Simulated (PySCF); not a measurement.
**GaF3: geometry, NMR shifts, spin-spin couplings, electronic excitations and core binding energies**

What NMR shifts, spin-spin couplings, electronic excitations and core binding energies should GaF3 (`[F][Ga]([F])[F]`) show?

The runs use PySCF 2.14.0, with density-fitted response routines of our own; the level of theory stands in each step. All values are computed, except where a source is named. Atoms are numbered from 0 throughout.

## (1) The molecule as given

4 atoms, charge 0, multiplicity 1; geometry from: GFN2-xTB. The atoms were then displaced at random by about 0.03 Å, so the start is not that level's minimum.

Bonds of the start (Å): F0–Ga1 1.64, Ga1–F2 1.69, Ga1–F3 1.65.

## (2) Optimising the geometry at PBE0-D3(BJ)/def2-SVP

What the job is given:

```
{"job": {"xc": "PBE0", "basis": "def2-SVP", "d3": "d3bj", "grid": 1, "shake": 0.03, "kind": "geom"}, "charge": 0, "multiplicity": 1}
F     -0.631100     1.511860     0.003180
Ga    -0.011130    -0.011030    -0.016020
F      1.666830    -0.194890    -0.027200
F     -0.920850    -1.386830    -0.036140
```

The run is started by

```console
$ OMP_NUM_THREADS=1 python probes_run.py task.json out
```

One launch serves the whole session: the jobs run in the order shown.

What it wrote:

```text
step   0  E = -2223.46562756  max force = 0.058140
step   1  E = -2223.47552398  max force = 0.006603
step   2  E = -2223.47558156  max force = 0.002902
step   3  E = -2223.47570077  max force = 0.001678
step   4  E = -2223.47573141  max force = 0.000822
step   5  E = -2223.47575222  max force = 0.000159
step   6  E = -2223.47576530  max force = 0.000458
step   7  E = -2223.47511245  max force = 0.007057
step   8  E = -2223.47570638  max force = 0.003454
step   9  E = -2223.47584371  max force = 0.002328
step  10  E = -2223.47582834  max force = 0.000439
step  11  E = -2223.47582686  max force = 0.000194
optimisation converged
```

It took 19 s on 1 thread of Arm Neoverse V1, shared host; peak memory 0.3 GiB.

Step by step: (the energy doesn't fall at every step)

```
step  energy from step 0 (eV)  largest force component (eV/Å)
   0                   0.0000                          2.9897
   1                  -0.2693                          0.3395
   2                  -0.2709                          0.1492
   3                  -0.2741                          0.0863
   4                  -0.2749                          0.0423
   5                  -0.2755                          0.0082
   6                  -0.2759                          0.0236
   7                  -0.2581                          0.3629
   8                  -0.2743                          0.1776
   9                  -0.2780                          0.1197
  10                  -0.2776                          0.0226
  11                  -0.2775                          0.0100
```

Distances of close pairs at the start and the end, largest changes first:

```
  bond  before (Å)  after (Å)  change (Å)
F0–Ga1       1.644      1.727      +0.083
Ga1–F3       1.649      1.727      +0.078
Ga1–F2       1.688      1.727      +0.039
```

The final coordinates are the input of the step that follows.

```
                         at the end point                value
  point group (found at 0.08 Å tolerance)                  D3h
rotational constants (GHz, main isotopes)  5.953, 5.937, 2.972
                        dipole moment (D)                 0.01
```

## (3) Nuclear shieldings: PBE0/pcSseg-1

What the job is given:

```
{"job": {"kind": "nmr", "xc": "PBE0", "basis": "pcSseg-1"}, "charge": 0, "multiplicity": 1}
F     -0.749481     1.522210    -0.001444
Ga     0.026697    -0.020772    -0.019173
F      1.751017    -0.120102    -0.024811
F     -0.924483    -1.462226    -0.030752
```

With the program's defaults for keys left out, this is: GIAO PBE0/pcSseg-1 NMR shielding, non-relativistic, gas phase.

What it wrote:

```text
coarse grid: 23320 points
cycle   1  E = -2223.5100322926  dE = -3.319e-01  |g| = 1.395e+00  |ddm| = 2.331e+00
cycle   2  E = -2223.0418344971  dE =  4.682e-01  |g| = 2.294e+00  |ddm| = 1.981e+00
cycle   3  E = -2223.7401788880  dE = -6.983e-01  |g| = 1.610e-01  |ddm| = 1.344e+00
cycle   4  E = -2223.7431141811  dE = -2.935e-03  |g| = 6.925e-02  |ddm| = 8.686e-02
cycle   5  E = -2223.7435611617  dE = -4.470e-04  |g| = 3.090e-03  |ddm| = 2.401e-02
cycle   6  E = -2223.7435623661  dE = -1.204e-06  |g| = 3.825e-04  |ddm| = 1.616e-03
final grid: 48104 points
cycle   7  E = -2223.7433978954  dE = -5.800e-08  |g| = 4.531e-04  |ddm| = 5.282e-04
cycle   8  E = -2223.7433978623  dE =  3.307e-08  |g| = 6.532e-04  |ddm| = 4.765e-04
cycle   9  E = -2223.7433979208  dE = -5.850e-08  |g| = 8.242e-05  |ddm| = 3.053e-04
cycle  10  E = -2223.7433979215  dE = -6.994e-10  |g| = 1.186e-05  |ddm| = 3.618e-05
converged SCF energy = -2223.7433979215

GIAO shielding tensors (ppm)
atom      isotropic    diamagn.    paramagn.     s11        s22        s33       span
  0 F      364.756     473.833    -109.077    285.205    362.487    446.576    161.371
  1 Ga    1656.171    2639.501    -983.330   1369.427   1798.844   1800.242    430.814
  2 F      364.909     473.805    -108.896    285.343    362.700    446.684    161.341
  3 F      364.875     473.816    -108.941    285.347    362.654    446.624    161.277
```

Wall time 4.3 s (1 thread of Arm Neoverse V1, shared host); peak memory 0.39 GiB.

Shifts follow as δ = σ(reference) − σ, with reference shieldings (ppm) from runs at the same level and on the same kind of geometry: 19F CFCl3 177.2, 71Ga GaH4- 1710. The references are single molecules in the gas phase, so shifts against H2O, NH3, PH3, H3PO4 or CFCl3 are not on the usual liquid scales and can be off by tens of ppm. Shifts against hydride references such as AlH4− lie on their own scale. Atoms listed in one row are averaged.

```
     atoms            environment  σ (ppm)  δ (ppm)
F0, F2, F3  fluorine bonded to Ga    364.8   -187.6
       Ga1       Ga bonded to 3 F     1656       54
```

Charges from the same density, by scheme (e):

```
     atoms  Mulliken    IAO  Hirshfeld  ESP fit
F0, F2, F3     -0.46  -0.51      -0.27    -0.45
       Ga1      1.38   1.52       0.82     1.35
```

Mayer bond orders: F0–Ga1 0.89, Ga1–F2 0.89, Ga1–F3 0.89.

## (4) Indirect couplings: B3LYP/pcSseg-1+pcJ-1

What the job is given:

```
{"job": {"kind": "j", "xc": "B3LYP", "basis": "pcJ-1"}, "charge": 0, "multiplicity": 1}
F     -0.749481     1.522210    -0.001444
Ga     0.026697    -0.020772    -0.019173
F      1.751017    -0.120102    -0.024811
F     -0.924483    -1.462226    -0.030752
```

Method: B3LYP/pcJ-1 Ga:pcSseg-1 indirect spin-spin coupling, non-relativistic, gas phase.

What it wrote:

```text
coarse grid: 23320 points
cycle   1  E = -2224.0921916685  dE = -2.921e-01  |g| = 1.494e+00  |ddm| = 2.341e+00
cycle   2  E = -2223.3832024349  dE =  7.090e-01  |g| = 2.691e+00  |ddm| = 2.257e+00
cycle   3  E = -2224.3516840920  dE = -9.685e-01  |g| = 2.199e-01  |ddm| = 1.595e+00
cycle   4  E = -2224.3569576898  dE = -5.274e-03  |g| = 8.916e-02  |ddm| = 1.160e-01
cycle   5  E = -2224.3576848958  dE = -7.272e-04  |g| = 5.530e-03  |ddm| = 3.006e-02
cycle   6  E = -2224.3576896322  dE = -4.736e-06  |g| = 5.878e-04  |ddm| = 3.937e-03
final grid: 48104 points
cycle   7  E = -2224.3575116317  dE = -3.346e-08  |g| = 9.321e-04  |ddm| = 7.825e-04
cycle   8  E = -2224.3575114067  dE =  2.250e-07  |g| = 1.586e-03  |ddm| = 1.076e-03
cycle   9  E = -2224.3575117323  dE = -3.256e-07  |g| = 1.631e-04  |ddm| = 7.163e-04
cycle  10  E = -2224.3575117352  dE = -2.890e-09  |g| = 3.994e-06  |ddm| = 6.433e-05
cycle  11  E = -2224.3575117352  dE =  9.095e-13  |g| = 2.388e-06  |ddm| = 2.614e-06
converged SCF energy = -2224.3575117352

Indirect spin-spin couplings (Hz)
  i      j    bonds     total        FC       PSO       DSO        SD
  0 F    2 F    2   -231.457   -59.286  -203.232    -3.317    34.378
  0 F    3 F    2   -231.938   -59.407  -203.422    -3.307    34.199
  2 F    3 F    2   -231.137   -59.231  -203.042    -3.328    34.464
```

Run time: 6.5 s. Hardware: 1 thread of Arm Neoverse V1, shared host; peak memory 0.48 GiB.

Couplings of 1 Hz or more, nine at most for each number of bonds, with means over like pairs (isotopes 19F):

```
 pair  bonds  J (Hz)  Fermi contact (Hz)
F0–F2      2  -231.5               -59.3
```

The response was solved for the nuclei of F alone, so couplings that need other nuclei can be missing.

Quadrupole couplings from the field gradients of the same density:

```
atom  isotope  eQq/h (MHz)     η
 Ga1     69Ga        106.6  0.00
```

## (5) Excited states and response: wB97X-D/def2-SVPD

What the job is given:

```
{"job": {"kind": "uv", "xc": "wB97X-D", "basis": "def2-SVPD", "ip": true}, "charge": 0, "multiplicity": 1}
F     -0.749481     1.522210    -0.001444
Ga     0.026697    -0.020772    -0.019173
F      1.751017    -0.120102    -0.024811
F     -0.924483    -1.462226    -0.030752
```

With the program's defaults for keys left out, this is: TDDFT wB97X-D/def2-SVPD, vertical, gas phase, core orbitals frozen in the response.

What it wrote:

```text
coarse grid: 23320 points
cycle   1  E = -2223.8472557555  dE = -4.313e-01  |g| = 1.004e+00  |ddm| = 2.638e+00
cycle   2  E = -2223.7449127477  dE =  1.023e-01  |g| = 1.376e+00  |ddm| = 1.681e+00
cycle   3  E = -2224.0176290833  dE = -2.727e-01  |g| = 3.450e-02  |ddm| = 9.174e-01
cycle   4  E = -2224.0178447077  dE = -2.156e-04  |g| = 1.160e-02  |ddm| = 4.344e-02
cycle   5  E = -2224.0178701894  dE = -2.548e-05  |g| = 5.980e-03  |ddm| = 1.369e-02
cycle   6  E = -2224.0178756074  dE = -5.418e-06  |g| = 8.212e-04  |ddm| = 5.740e-03
final grid: 48104 points
cycle   7  E = -2224.0178649886  dE = -8.115e-07  |g| = 1.484e-03  |ddm| = 3.399e-03
cycle   8  E = -2224.0178649244  dE =  6.420e-08  |g| = 1.777e-03  |ddm| = 2.216e-03
cycle   9  E = -2224.0178652718  dE = -3.474e-07  |g| = 9.523e-05  |ddm| = 1.001e-03
cycle  10  E = -2224.0178652744  dE = -2.598e-09  |g| = 6.474e-05  |ddm| = 1.384e-04
cycle  11  E = -2224.0178652755  dE = -1.028e-09  |g| = 4.409e-06  |ddm| = 7.333e-05
cycle  12  E = -2224.0178652755  dE = -2.092e-11  |g| = 1.434e-06  |ddm| = 1.025e-05
converged SCF energy = -2224.0178652755

Static polarisability (au): isotropic 23.515, principal 19.683 25.418 25.444

Singlet excitations
state   eV       nm        f      main configurations
  1   7.7375    160.2   0.00000   H->L 0.96
  2   7.8998    156.9   0.00000   H-3->L 0.95
  3   7.9023    156.9   0.00000   H-4->L 0.95
  4   8.0232    154.5   0.07197   H-1->L 0.90
  5   8.0243    154.5   0.07195   H-2->L 0.90
  6   8.7065    142.4   0.09993   H-5->L 0.96
  7   9.4126    131.7   0.01533   H-6->L 0.63, H-3->L+1 0.33
  8   9.4156    131.7   0.01562   H-7->L 0.63, H-4->L+1 0.33
  9   9.4195    131.6   0.00000   H->L+1 0.99
 10   9.5048    130.4   0.00000   H-1->L+1 0.98

Triplet excitations (Tamm-Dancoff, eV): 7.3846 7.4333 7.4345 7.5659
Vertical ionisation energy (delta-SCF) = 14.8685 eV
Vertical electron affinity (delta-SCF) = 0.5312 eV
```

It took 35 s on 1 thread of Arm Neoverse V1, shared host; peak memory 0.45 GiB.

The orbitals next to the gap, with their largest atomic shares:

```
orbital      eV                       atoms
 HOMO−3  -14.17    F0 62 %, F3 24 %, F2 9 %
 HOMO−2  -14.09   F3 45 %, F0 27 %, F2 20 %
 HOMO−1  -14.09   F2 43 %, F0 32 %, F3 16 %
   HOMO  -13.98   F0 35 %, F3 33 %, F2 32 %
   LUMO   -0.87  Ga1 59 %, F2 14 %, F3 14 %
 LUMO+1    0.71  Ga1 61 %, F2 13 %, F3 13 %
 LUMO+2    2.17    Ga1 79 %, F2 7 %, F3 7 %
```

With each of the 10 states as a Gaussian band of 0.4 eV half-width at 1/e, the curve within the window shown has maxima at 153 nm (ε 6,100), 144 nm (ε 4,500) L/(mol cm). Beyond the last state computed it falls off for lack of states. The curve at chosen wavelengths:

```tsv
nm	ε (L/mol/cm)
126	485
128	895
130	1267
132	1510
134	1766
135	1983
137	2675
139	3552
141	4238
143	4506
145	4514
147	4635
149	5079
150	5385
152	5928
154	6053
156	5570
158	4580
160	3373
162	2236
164	1344
165	1007
167	529
169	256
171	115
173	48
```

Further results of this job:

```
           property  computed
  dipole moment (D)      0.01
polarisability (Å³)      3.48
 HOMO–LUMO gap (eV)     13.11
      −ε(HOMO) (eV)     13.98
```

## (6) NMR shieldings: HF/pcSseg-2

What the job is given:

```
{"job": {"kind": "nmr", "xc": "HF", "basis": "pcSseg-2", "pop": false}, "charge": 0, "multiplicity": 1}
F     -0.749481     1.522210    -0.001444
Ga     0.026697    -0.020772    -0.019173
F      1.751017    -0.120102    -0.024811
F     -0.924483    -1.462226    -0.030752
```

With the program's defaults for keys left out, this is: GIAO HF/pcSseg-2 NMR shielding, non-relativistic, gas phase.

What it wrote:

```text
final grid: 48104 points
cycle   1  E = -2221.7046846698  dE = -7.592e-01  |g| = 1.008e+00  |ddm| = 1.725e+00
cycle   2  E = -2221.7743933644  dE = -6.971e-02  |g| = 8.167e-01  |ddm| = 6.073e-01
cycle   3  E = -2221.8378380786  dE = -6.344e-02  |g| = 5.805e-02  |ddm| = 2.250e-01
cycle   4  E = -2221.8382546682  dE = -4.166e-04  |g| = 2.669e-02  |ddm| = 3.411e-02
cycle   5  E = -2221.8383382118  dE = -8.354e-05  |g| = 4.955e-03  |ddm| = 1.187e-02
cycle   6  E = -2221.8383446048  dE = -6.393e-06  |g| = 1.090e-03  |ddm| = 4.213e-03
cycle   7  E = -2221.8383451386  dE = -5.338e-07  |g| = 2.892e-04  |ddm| = 1.078e-03
cycle   8  E = -2221.8383451923  dE = -5.375e-08  |g| = 5.233e-05  |ddm| = 3.368e-04
cycle   9  E = -2221.8383451937  dE = -1.347e-09  |g| = 7.310e-06  |ddm| = 5.689e-05
cycle  10  E = -2221.8383451937  dE = -3.365e-11  |g| = 1.432e-06  |ddm| = 1.024e-05
converged SCF energy = -2221.8383451937

GIAO shielding tensors (ppm)
atom      isotropic    diamagn.    paramagn.     s11        s22        s33       span
  0 F      438.401     466.301     -27.899    401.084    449.761    464.359     63.275
  1 Ga    1842.791    2635.389    -792.598   1574.465   1976.293   1977.615    403.150
  2 F      438.533     466.273     -27.741    401.197    449.974    464.427     63.230
  3 F      438.492     466.286     -27.795    401.179    449.911    464.385     63.206
```

Run time: 5.8 s. Hardware: 1 thread of Arm Neoverse V1, shared host; peak memory 0.68 GiB.

Key values: δ F0 -193.2, Ga1 -12 ppm (means over like atoms).

## (7) Core-electron binding energies: SCAN, X2C

What the job is given:

```
{"job": {"kind": "xps"}, "charge": 0, "multiplicity": 1}
F     -0.749481     1.522210    -0.001444
Ga     0.026697    -0.020772    -0.019173
F      1.751017    -0.120102    -0.024811
F     -0.924483    -1.462226    -0.030752
```

With the program's defaults for keys left out, this is: delta-SCF UKS SCAN, pcX-2 on the ionised atom, pcseg-1 elsewhere, spin-free X2C.

What it wrote:

```text
ground state, core basis on atom 0 (F), 100 functions
  cycle   1  E = -2239.35274236  |g| = 1.03e+00
  cycle   2  E = -2238.59492800  |g| = 2.37e+00
  cycle   3  E = -2239.53197434  |g| = 1.37e-01
  cycle   4  E = -2239.53109143  |g| = 1.70e-01
  cycle   5  E = -2239.53540529  |g| = 1.53e-02
  cycle   6  E = -2239.53544265  |g| = 3.26e-03
  cycle   7  E = -2239.53544201  |g| = 7.65e-04
  cycle   8  E = -2239.53544532  |g| = 2.33e-04
  E(ground) = -2239.77893198 Eh
hole in F 1s of atom 0
  cycle   1  E = -2213.17141586  |g| = 2.59e+00
  cycle   2  E = -2213.08253617  |g| = 2.17e+00
  cycle   3  E = -2213.93447887  |g| = 6.29e-01
  cycle   4  E = -2213.91491785  |g| = 6.63e-01
  cycle   5  E = -2214.06994479  |g| = 3.04e-02
  cycle   6  E = -2214.07033771  |g| = 1.08e-02
  cycle   7  E = -2214.07038519  |g| = 2.85e-03
  cycle   8  E = -2214.07038397  |g| = 3.67e-03
  cycle   9  E = -2214.07038707  |g| = 2.73e-04
  E(ion) = -2214.32286369 Eh   <S^2> = 0.7570   hole on atom = 1.000   binding energy = 692.695 eV
```

Run time: 2.2 s. Hardware: 1 thread of Arm Neoverse V1, shared host; peak memory 0.47 GiB.

Binding energies by hole, beside the orbital energy of the ground state; the difference holds orbital relaxation and, for a density functional, its self-interaction error:

```
     hole  stands for            environment  ΔSCF (eV)  −ε (eV)   ⟨S²⟩
F1s on F0  F0, F2, F3  fluorine bonded to Ga     692.69    667.0  0.757
```

Each hole run stands for the others of its class of like atoms.

## (8) Side by side: NMR shifts

Shifts (ppm), means over like atoms, with basis size and wall time:

```
          run      F0  Ga1  functions   time
PBE0/pcSseg-1  -187.6   54         92  4.3 s
  HF/pcSseg-2  -193.2  -12        171  5.8 s
```

## (9) Outcome

| quantity | value |
| --- | --- |
| point group | D3h |
| rotational constants (main isotopes) | 5.95, 5.94, 2.97 GHz |
| 19F shifts against CFCl3 (PBE0/pcSseg-1, means over atoms taken as alike) | -187.6 ppm |
| 71Ga shifts against GaH4- (PBE0/pcSseg-1) | 54 ppm |
| largest coupling of the table (B3LYP/pcSseg-1+pcJ-1) | 2J(F,F) F0–F2, -231.5 Hz |
| lowest singlet (wB97X-D/def2-SVPD) | 7.74 eV (160 nm), f = 0.000 |
| brightest single state of those computed | state 6, 8.71 eV, f = 0.100 |
| lowest triplet | 7.38 eV |
| vertical ionisation energy (ΔSCF) | 14.87 eV |
| vertical electron affinity (ΔSCF) | 0.53 eV |
| F1s binding energies, SCAN/pcX-2 | F0 692.69 eV |
| range of the shift of Ga1 | -12 to 54 ppm |

In words: The start was shaken at random, so part of the energy gained undoes that. The optimisation took 11 steps and gained 0.278 eV; among the close pairs (by a distance rule), F0–Ga1 changed most, from 1.644 to 1.727 Å. No frequency check was run at this level, so the end point may be a saddle. At PBE0/pcSseg-1: The widest tensor belongs to Ga1: span 431 ppm, with a paramagnetic part of -983 ppm. In the run at B3LYP/pcSseg-1+pcJ-1, the largest coupling of the table is F0–F2 (mean over like pairs), -231.5 Hz, of which the Fermi-contact term gives -59.3 Hz. Density functionals describe couplings to fluorine poorly, F–F couplings above all, so those rows are rough. The lowest singlet, at 7.74 eV, is HOMO→LUMO 0.96 and is dark; of the 10 states computed, the strongest absorption comes from states 4 to 5 together at 8.02 eV. The lowest triplet lies 0.35 eV below the lowest singlet (triplets in Tamm-Dancoff, singlets in full TDDFT). The orbital energy would give 13.98 eV for ionisation, ΔSCF gives 14.87 eV. In ppm, Ga1 moves most: its shift spreads over 66 ppm, from -12 (HF/pcSseg-2) to 54 (PBE0/pcSseg-1). Spin-orbit coupling is left out, which matters for shieldings and couplings at and beside the heavy atoms.
